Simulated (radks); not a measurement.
# Spin polarisation of the 5p shell in Cs³⁺

One table from this session's results is given with a row withheld; the runs are named, their logs left out.

The numbers are computed with radks (a radial shooting solver on a logarithmic mesh, Libxc functionals) version 1 (scalar-relativistic Kohn-Sham, r2SCAN, spin-polarised, spherical densities, finite nucleus), except any that are marked as measured or tabulated.

## Starting point

| Property | Result |
| --- | --- |
| element | caesium (Z = 55) |
| charge | +3 |
| electrons | 52 |
| configuration | [Kr] 4d10 5s2 5p(up 2, down 2) |
| nuclear rms radius | 4.8041 fm |

A shell typed twice in an input gives spin up, then spin down.

The first run:

Settings of this run:

```text
Z 55
configuration [Kr] 4d10 5s2 5p2 5p2
relativity scalar-relativistic
functional r2scan,r2scan
spin polarised
nucleus finite rms 4.8041 fm
c 137.035999084
```

Among the steps run: No moment.

One of the session's tables, all rows but one given; the rest of the session is left out.

It belongs to the step «No moment». Radial moments (bohr):

```
level     <r>  outermost maximum (interpolated)  90 % within  nodes
   3s  0.2984                             0.272        0.438      2
   3p  0.2966                             0.266        0.444      1
   3d       ?                                 ?            ?      ?
   4s  0.6951                             0.643        0.999      3
   4p  0.7391                             0.673         1.08      2
   4d  0.8339                             0.720         1.26      1
   5s   1.683                              1.52         2.41      4
   5p   1.915                              1.72         2.76      3
```

Q: Estimate the row for 3d from the others.

As computed: <r>: 0.2735; outermost maximum (interpolated): 0.221; 90 % within: 0.428; nodes: 0. In the column «<r>» it is the lowest.
